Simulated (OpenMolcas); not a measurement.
# Os⁵⁺ among point charges: CASSCF and CASPT2 levels and susceptibility

How does a field of 6 point charges split the states of Os⁵⁺, and what χT follows?

The numbers are computed with OpenMolcas 26.06 (state-averaged CASSCF and CASPT2, spin-orbit coupling by RASSI with atomic mean-field integrals), except any that are marked as measured or tabulated.

## 1. Starting point

| Quantity | Value |
| --- | --- |
| Species | Os⁵⁺ (osmium, Z = 76, 71 electrons) |
| Basis | ANO-RCC-VDZP [7s6p4d2f1g], 68 functions |
| Scalar Hamiltonian | DKH2, point nucleus |
| Inactive shells | 1s 2s 2p 3s 3p 3d 4s 4p 4d 4f 5s 5p |
| Active space | 3 electrons in 5 orbitals (5d) |
| Some configurations of this space | 5d³ |
| Orbitals | optimised for each spin and parity, averaged over all roots |

The outer shells:

5d3
```
5d [↑ ][↑ ][↑ ][  ][  ]
```

The ion sits among 6 point charges of -1.36 e arranged as a trigonal antiprism (D3d), 1.85 Å from the ion, with a polar angle of 64.6° against the regular 54.74°.

The work runs as a chain of OpenMolcas steps in one folder; each step below is one input file. Labels, J, g values, rates, χT and fits are worked out afterwards by a script from the matrices that RASSI stores. The input lists half of the charges; inversion (Group=XYZ) makes the rest.

## 2. GATEWAY and SEWARD: basis and integrals

Contents of a.inp:

```
&GATEWAY
Coord
1

Os 0.0 0.0 0.0
Basis=ANO-RCC-VDZP
Group=XYZ
NoMove
AngMom=0.0 0.0 0.0
AMFI
XField
3 Angstrom 0
0.000000 1.671004 0.793879 -1.360000
1.447132 -0.835502 0.793879 -1.360000
1.447132 0.835502 -0.793879 -1.360000
&SEWARD
```

Run with:

```
OMP_NUM_THREADS=1 MOLCAS_MEM=1689 MOLCAS_PROJECT=a pymolcas a.inp > a.log
```

## 3. CASSCF: quartets of even parity, 10 roots

Contents of a.inp:

```
&RASSCF
FileOrb=start.orb
Symmetry=1
Spin=4
nActEl=3 0 0
Inactive=15 19
Ras2=5 0
CIRoot=10 10 1
SDav=10
CIMx=300
Iter=120 100
PrWF=0.3
OrbListing=Nothing
MaxOrb=0
>>> COPY $Project.JobIph JOB001
```

start.orb holds the contracted functions of the basis, ordered by shell, or the orbitals of the step before.

## 4. Reference wave functions, doublets of even parity, 40 roots

Contents of a.inp:

```
&RASSCF
FileOrb=start.orb
Symmetry=1
Spin=2
nActEl=3 0 0
Inactive=15 19
Ras2=5 0
CIRoot=40 40 1
SDav=40
CIMx=300
Iter=120 100
PrWF=0.3
OrbListing=Nothing
MaxOrb=0
>>> COPY $Project.JobIph JOB002
```

## 5. RASSI: spin-orbit coupling between the states

Contents of a.inp:

```
&RASSI
NrOfJobIphs=2 10 40
1 2 3 4 5 6 7 8 9 10
1 2 3 4 5 6 7 8 9 10 11 12 13 14 15 16 17 18 19 20 21 22 23 24 25 26 27
28 29 30 31 32 33 34 35 36 37 38 39 40
IphNames
JOB001
JOB002
EJob
SpinOrbit
DIPRint=1.0
SOCoupling=1000.0
Subsets=2
Property=9
'ANGMOM' 1 'ANGMOM' 2 'ANGMOM' 3 'MLTPL  1' 1 'MLTPL  1' 2 'MLTPL  1' 3
'AMFI' 1 'AMFI' 2 'AMFI' 3
SOProperty=3
'ANGMOM' 1 'ANGMOM' 2 'ANGMOM' 3
```

## 6. CASPT2: IPEA 0.25, imaginary shift 0.1 (closed shells correlated: 5s 5p)

Contents of a.inp:

```
>>> COPY JOB001 $Project.JobIph
&CASPT2
Multistate=10 1 2 3 4 5 6 7 8 9 10
NoMult
Frozen=14 16
IPEA=0.25
Imaginary=0.1
MaxIter=60
WThr=0.0 0.3 0.05
PrWF=0.5
NoMix
>>> COPY JOB002 $Project.JobIph
&CASPT2
Multistate=40 1 2 3 4 5 6 7 8 9 10 11 12 13 14 15 16 17 18 19 20 21 22
23 24 25 26 27 28 29 30 31 32 33 34 35 36 37 38 39 40
NoMult
Frozen=14 16
IPEA=0.25
Imaginary=0.1
MaxIter=60
WThr=0.0 0.3 0.05
PrWF=0.5
NoMix
```

(Steps that only read results are left out.)

Before running it: what results should come out? Wanted: spin-free ground state; first state of the same spin within the active space; lowest level; next level.

**Answer**, as computed:

| quantity | value |
| --- | --- |
| method | SS-CASPT2, IPEA 0.25, imaginary shift 0.1 (closed shells correlated: 5s 5p) |
| spin-free ground state | 4A2, 1-fold in its orbital part |
| first state of the same spin within the active space | 4A1 at 8630 cm⁻¹ |
| lowest level | 2-fold E3/2, g = 0.00, 0.00, 1.52 |
| next level | 2736.7 cm⁻¹ |
| χT at 300 K | 0.12 cm³ K/mol |
| effective moment at 300 K | 0.99 μB |

Cost by method:

| method | time of its own steps | time with the reference |
| --- | --- | --- |
| A. CASSCF | 11 s | 11 s |
| B. SS-CASPT2, IPEA 0.25, imaginary shift 0.1, +5s 5p | 5.5 s | 16 s |

Times are of one thread on a shared host.

The spin-free ground state (4A2) comes to 88 % from free-ion F terms and keeps the highest spin of the shell. χT at 300 K is 0.12, against 1.88 cm³ K/mol for the spin alone, so spin-orbit coupling lowers it. CASPT2 does not keep the components of a term degenerate, and the means are used. The field of point charges can differ much from that of real complexes. Point charges carry no covalency, so the field is a model and not that of real ligands.
